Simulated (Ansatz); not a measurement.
# RbSrMg6 (Amm2) in Ansatz: reference runs

How does RbSrMg6 come out in PBE? The cell is run as given and disturbed.

Program: Ansatz 0.2.0. These are calculated values, not measurements. Logs are shortened: lines on timing, memory, paths and dates and some standing lists are left out, and cuts for length are marked.

### Step 1. The structure

The structure is orthorhombic, space group Amm2 (No. 38). Conventional cell: a = 5.298 Å, b = 7.191 Å, c = 13.555 Å, α = 90.00°, β = 90.00°, γ = 90.00°. Sr (site symmetry mm2) has 10 Mg at 3.57 to 3.85 Å and 2 Rb at 3.60 Å as nearest neighbours. Around Rb (site symmetry mm2) lie 2 Sr at 3.60 Å and 10 Mg at 3.65 to 3.85 Å. Around Mg (site symmetry mm2) lie 8 Mg at 3.23 to 3.60 Å and 2 Sr at 3.63 Å. Mg (site symmetry mm2) is surrounded by 6 Mg at 3.05 to 3.33 Å. Mg (site symmetry m) is surrounded by 5 Mg at 3.05 to 3.42 Å. Around Mg (site symmetry m) lie 7 Mg at 3.14 to 3.53 Å.

The cell comes from a database or a generator and needn't be the stable form of this composition.

### Step 2. Single point, PBE

The input, input.yaml:

```yaml
crystal:
  lattice:
    - [5.298251, 0.0, 0.0]
    - [0.0, 3.595718, 6.7774485]
    - [0.0, -3.595718, 6.7774485]
  atoms:
    - { symbol: Sr, position: [0.5, 0.670521, 0.670521] }
    - { symbol: Rb, position: [0.5, 0.175382, 0.175382] }
    - { symbol: Mg, position: [0.0, 0.853984, 0.853984] }
    - { symbol: Mg, position: [0.0, 0.360598, 0.360598] }
    - { symbol: Mg, position: [0.0, 0.309412, 0.784906] }
    - { symbol: Mg, position: [0.0, 0.784906, 0.309412] }
    - { symbol: Mg, position: [0.5, 0.167914, 0.67728] }
    - { symbol: Mg, position: [0.5, 0.67728, 0.167914] }
hamiltonian:
  xc: pbe
  pseudopotentials: { kind: paw }
kpoints:
  mp_grid: { grid: [5, 4, 4] }
scf:
  occupations: { method: fermi_dirac, width: 0.05 }
output:
  forces: true
  stress: true
  eigenvalues: true
```

Potentials or basis: Ansatz PAW.

Command:

```sh
$ ansatz run input.yaml --threads 4 --pin off --max-ram 10240MiB --backend cpu --events-out ev --progress --plain --runs-dir out
```

Standard output:

```text
Warning: RAYON_NUM_THREADS=4 ignored (pool sized by the plan → 4); use --threads N
Engine: ansatz 0.2.0, x86_64-unknown-linux-gnu
Pseudopotentials: kind: paw
Pseudopotential: Sr, paw, valence charge 10, recommended cutoff 420 eV (normal), Sr.paw.azcp
Pseudopotential: Rb, paw, valence charge 9, recommended cutoff 420 eV (normal), Rb.paw.azcp
Pseudopotential: Mg, paw, valence charge 10, recommended cutoff 420 eV (normal), Mg.paw.azcp
Functional definition: PBE
  parameter kappa = 0.804
  parameter beta = 0.06672455060314922
  exchange = pbe_x(kappa = kappa, mu = beta*pi^2/3)
  correlation = pbe_c(beta = beta)
Crystal: 8 atoms, lattice volume = 258.235 Å³
Basis set: ecut = 420 eV, 5035 PW (Γ), exchange–correlation on 72×108×108 points (8 copies of the dense FFT grid, shifted against one another)
Bands: 48, of which v1, the nominal top of the filled ones, is band 40 counted from 1 (39 counted from 0)
Symmetry: 4 space group operations
Space group: Amm2 (ITA 38), of the structure as read, at distance tolerance 6.4e-5 Å
k-points: 21 of 80 (time reversal used)
Non-local potential: Sr, projectors of the file, l = 0: 3, l = 1: 2, l = 2: 2
Non-local potential: Rb, projectors of the file, l = 0: 3, l = 1: 2, l = 2: 2
Non-local potential: Mg, projectors of the file, l = 0: 3, l = 1: 2, l = 2: 1
PAW form: soft (Blöchl's): semilocal exchange-correlation on the pseudo side does not see the compensation charge
PAW one-centre angular grid: Sr, 110 points (default); XC on 64 Gauss nodes
PAW one-centre angular grid: Rb, 110 points (default); XC on 64 Gauss nodes
PAW one-centre angular grid: Mg, 110 points (default); XC on 64 Gauss nodes
Initial density: superposition of atomic densities (neutral atoms: chi_scale 0, normalization atom), corrected by the library's trained network
Initial wavefunctions: pseudopotential atomic-orbital guess
Functional: x = pbe(κ = 0.804, μ = 0.2195149727645171), c = pbe(β = 0.06672455060314922)
SCF iter   1: F=—  HF=-18352.910108 eV  |F-HF|=—  |Δ(HF+E_count)|=         —  Δρ=1.56e-3  dr2=3.50e-2  ethr=1.77e-3  ⟨swp⟩=11.0  Hψ=5226  notcnv=0  defer=1
preconditioner: auto → Kerker (q_TF=auto, 2.240 Å⁻¹)  [metal: Δε(μ)=0.006 eV  Ē_g=3.691 eV  σ=0.050 eV  W_gap=0.03  n_scr=48 (ndim 8)  ℏωp=8.9 eV  f_vac=0.000  D(μ)=3.95/eV (n_scr^D=24)]
SCF iter   2: F=—  HF=-18352.909009 eV  |F-HF|=—  |Δ(HF+E_count)|=   1.10e-3  Δρ=1.04e-3  dr2=1.64e-2  ethr=4.43e-5  ⟨swp⟩=2.0  Hψ=1389  notcnv=0  defer=1
SCF iter   3: F=—  HF=-18352.905316 eV  |F-HF|=—  |Δ(HF+E_count)|=   3.69e-3  Δρ=3.46e-4  dr2=1.73e-3  ethr=2.07e-5  ⟨swp⟩=2.0  Hψ=1130  notcnv=0  defer=1
SCF iter   4: F=—  HF=-18352.904866 eV  |F-HF|=—  |Δ(HF+E_count)|=   4.49e-4  Δρ=1.64e-4  dr2=1.85e-4  ethr=2.19e-6  ⟨swp⟩=2.0  Hψ=1140  notcnv=0  defer=1
SCF iter   5: F=—  HF=-18352.904837 eV  |F-HF|=—  |Δ(HF+E_count)|=   2.93e-5  Δρ=6.32e-5  dr2=1.84e-5  ethr=2.34e-7  ⟨swp⟩=2.1  Hψ=1332  notcnv=0  defer=1
SCF iter   6: F=—  HF=-18352.905024 eV  |F-HF|=—  |Δ(HF+E_count)|=   1.87e-4  Δρ=1.98e-5  dr2=2.27e-6  ethr=2.33e-8  ⟨swp⟩=2.0  Hψ=1838  notcnv=0  defer=2
SCF iter   7: F=—  HF=-18352.905023 eV  |F-HF|=—  |Δ(HF+E_count)|=   5.98e-7  Δρ=5.17e-6  dr2=2.22e-7  ethr=2.88e-9  ⟨swp⟩=2.0  Hψ=1303  notcnv=0  defer=2
SCF iter   8: F=-18352.905023 eV  HF=-18352.905023 eV  |F-HF|=3.43e-8  |Δ(HF+E_count)|=   2.69e-8  Δρ=1.89e-6  dr2=4.42e-8  ethr=1.27e-10  ⟨swp⟩=9.8  Hψ=4022  notcnv=0
SCF 1 converged in 8 iterations: F = -18352.905023 eV  dr2 = 4.42e-8
SCF converged after 8 iterations
Free energy (F): -18352.905023 eV
Harris-Foulkes:  -18352.905023 eV  (|F-HF|=3.43e-8)
Internal energy: -18352.870894 eV  (E = F + TS)
E sigma→0 (E₀):  -18352.887958 eV
Entropy (-TS):   -0.034129 eV (-4.266 meV/atom)
Fermi energy:    4.724272 eV
--- Per-component energies (eV) ---
  E_band       = -2427.851334
  E_kinetic    = 880.878658
  E_local      = -11898.118498  (includes V_loc(G=0)·N_el)
  E_nonlocal   = 951.955082
  E_hartree    = 4200.924616
  E_xc         = -469.647910
  E_vxc        = -512.666151  (∫ρ·V_xc dr)
  E_paw        = -7069.963492  (= ΣΔE_a)
  E_vpaw       = -251.752754  (= ΣTr[D̂ρ^β])
  E_aug_tail   = -0.000021  (compensation charges beyond the density's cutoff)
  E_ewald      = -4948.899328
  E_smearing   = -0.034129  (= −TS)
  E_closure    = -0.000000  (closes the sum)
  Σ components = -18352.905023   (vs F -18352.905023, Δ=0.00e0)
--- Forces (eV/Å), atoms counted from 1 ---
  atom   1  Sr    -0.00000000     0.00000000     0.04521498
  atom   2  Rb    -0.00000000     0.00000000     0.05533740
  atom   3  Mg    -0.00000000     0.00000000     0.04360418
  atom   4  Mg     0.00000000    -0.00000000    -0.02417028
  atom   5  Mg    -0.00000000    -0.03027277    -0.04465837
  atom   6  Mg    -0.00000000     0.03027277    -0.04465837
  atom   7  Mg    -0.00000000    -0.01415264    -0.01532412
  atom   8  Mg    -0.00000000     0.01415264    -0.01532412
  max |Σ_I F_I| component: 2.13e-5 eV/Å
--- Stress (GPa, compression-positive) ---
       -0.668018       0.000000       0.000000
        0.000000      -0.101272      -0.000000
        0.000000      -0.000000       0.353131
  P = ⅓ Tr σ = -0.1387 GPa (-1.387 kbar)
--- Band table (eV; the first three rows and the last of 21) ---
  k-point 0: bands = ["-71.5921", "-71.4763", "-71.4039", "-71.4038", "-71.3528", "-71.3526", "-38.3703", "-38.3408", "-38.3332", "-38.2441", "-38.2249", "-38.2248", "-38.1765", "-38.1749", "-38.1569", "-38.1544", "-38.1454", "-38.1454", "-38.1218", "-38.1201", "-38.1042", "-38.1028", "-38.1025", "-38.1010", "-31.5934", "-23.1656", "-13.7351", "-13.5625", "-13.5441", "-7.4594", "-7.2970", "-7.2848", "-0.8206", "1.9392", "2.5054", "2.8169", "3.2704", "4.1293", "4.1880", "4.3171", "4.5992", "5.9495", "5.9689", "6.4665", "6.6554", "6.9221", "6.9840", "7.4116"]
  k-point 1: bands = ["-71.5921", "-71.4763", "-71.4039", "-71.4038", "-71.3528", "-71.3527", "-38.3703", "-38.3408", "-38.3332", "-38.2441", "-38.2249", "-38.2248", "-38.1763", "-38.1751", "-38.1566", "-38.1547", "-38.1454", "-38.1453", "-38.1216", "-38.1203", "-38.1039", "-38.1028", "-38.1025", "-38.1013", "-31.5934", "-23.1659", "-13.7293", "-13.5624", "-13.5441", "-7.4826", "-7.2985", "-7.2854", "-0.5874", "1.0340", "2.4291", "2.9827", "3.7811", "3.9817", "4.4270", "4.9052", "5.4805", "5.5336", "6.1683", "6.2517", "6.5197", "6.5399", "6.6781", "7.6704"]
  k-point 2: bands = ["-71.5921", "-71.4763", "-71.4039", "-71.4038", "-71.3528", "-71.3527", "-38.3703", "-38.3408", "-38.3331", "-38.2441", "-38.2249", "-38.2248", "-38.1758", "-38.1755", "-38.1560", "-38.1554", "-38.1454", "-38.1453", "-38.1214", "-38.1205", "-38.1035", "-38.1028", "-38.1025", "-38.1017", "-31.5933", "-23.1662", "-13.7236", "-13.5624", "-13.5441", "-7.5057", "-7.3001", "-7.2860", "0.0062", "0.1369", "2.3502", "2.5700", "4.7432", "4.7572", "4.8765", "5.1145", "5.3542", "5.5263", "5.7362", "5.8497", "6.3333", "6.8095", "6.8106", "7.1462"]
  k-point 20: bands = ["-71.5921", "-71.4763", "-71.4039", "-71.4038", "-71.3528", "-71.3526", "-38.3703", "-38.3408", "-38.3332", "-38.2441", "-38.2249", "-38.2248", "-38.1765", "-38.1750", "-38.1569", "-38.1545", "-38.1454", "-38.1449", "-38.1214", "-38.1197", "-38.1040", "-38.1034", "-38.1031", "-38.1008", "-31.5932", "-23.1649", "-13.7341", "-13.5734", "-13.5432", "-7.4553", "-7.3292", "-7.2935", "0.2726", "1.5354", "2.0480", "2.5649", "3.1278", "3.3012", "3.8316", "4.2434", "4.9121", "5.4747", "5.5969", "6.3776", "6.6558", "6.8527", "7.0154", "7.7601"]
```

It took 2.5 s on 4 threads of Intel Xeon Platinum 8488C (Sapphire Rapids), shared host; peak memory 0.69 GiB.

Results:

```
Free energy            : -18352.9050 eV
Pressure               : -0.1 GPa
Largest force          : 0.055 eV/Å
Band gap on the k mesh : none (metal or under the smearing width)
```

Forces on the atoms (eV/Å):
```
Sr   0.000  0.000  0.045
Rb   0.000  0.000  0.055
Mg   0.000  0.000  0.044
Mg   0.000  0.000 -0.024
Mg   0.000 -0.030 -0.045
Mg   0.000  0.030 -0.045
Mg   0.000 -0.014 -0.015
Mg   0.000  0.014 -0.015
```

Stress tensor (GPa, compression positive):
```
-0.67  0.00  0.00
 0.00 -0.10  0.00
 0.00  0.00  0.35
```

### Step 3. Single point, PBE (atoms moved at random, drawn with an rms of 0.05 Å)

The input, input.yaml:

```yaml
crystal:
  lattice:
    - [5.298251, 0.0, 0.0]
    - [0.0, 3.595718, 6.7774485]
    - [0.0, -3.595718, 6.7774485]
  atoms:
    - { symbol: Sr, position: [0.502043, 0.669652, 0.667059] }
    - { symbol: Rb, position: [0.496716, 0.174408, 0.172245] }
    - { symbol: Mg, position: [-0.000157, 0.856926, 0.862276] }
    - { symbol: Mg, position: [0.001301, 0.361505, 0.36231] }
    - { symbol: Mg, position: [0.007482, 0.307733, 0.782516] }
    - { symbol: Mg, position: [-0.00408, 0.783905, 0.300026] }
    - { symbol: Mg, position: [0.488689, 0.160627, 0.675478] }
    - { symbol: Mg, position: [0.498984, 0.687409, 0.161378] }
hamiltonian:
  xc: pbe
  pseudopotentials: { kind: paw }
kpoints:
  mp_grid: { grid: [5, 4, 4] }
scf:
  occupations: { method: fermi_dirac, width: 0.05 }
output:
  forces: true
  stress: true
  eigenvalues: true
```

Potentials or basis: Ansatz PAW.

Command:

```sh
$ ansatz run input.yaml --threads 4 --pin off --max-ram 10240MiB --backend cpu --events-out ev --progress --plain --runs-dir out
```

Wall time 4.8 s (4 threads of Intel Xeon Platinum 8488C (Sapphire Rapids), shared host); peak memory 0.83 GiB.

It converged, with:

```
Free energy            : -18352.8780 eV
Pressure               : 0.0 GPa
Largest force          : 0.193 eV/Å
Band gap on the k mesh : none (metal or under the smearing width)
```

Forces on the atoms (eV/Å):
```
Sr  -0.009  0.006  0.067
Rb   0.039  0.031  0.121
Mg  -0.032  0.043 -0.164
Mg  -0.056  0.010 -0.121
Mg  -0.164 -0.025  0.017
Mg   0.055 -0.020  0.150
Mg   0.187  0.011  0.047
Mg  -0.019 -0.056 -0.117
```

Stress tensor (GPa, compression positive):
```
-0.68 -0.01 -0.04
-0.01  0.13 -0.07
-0.04 -0.07  0.70
```

Levels at points of the mesh, in eV from the Fermi level:
```tsv
k point	band 36	band 37	band 38	band 39	band 40	band 41	band 42	band 43
(0.00, 0.00, 0.00)	-1.89	-1.44	-0.57	-0.50	-0.47	-0.17	1.23	1.25
(0.00, 0.00, -0.50)	-2.14	-0.03	0.06	0.08	0.41	0.59	0.73	0.92
(0.00, -0.50, 0.00)	-2.14	0.00	0.04	0.07	0.41	0.59	0.71	0.92
(0.00, -0.50, -0.50)	-2.51	-0.65	-0.38	0.33	0.35	0.89	1.03	1.27
```
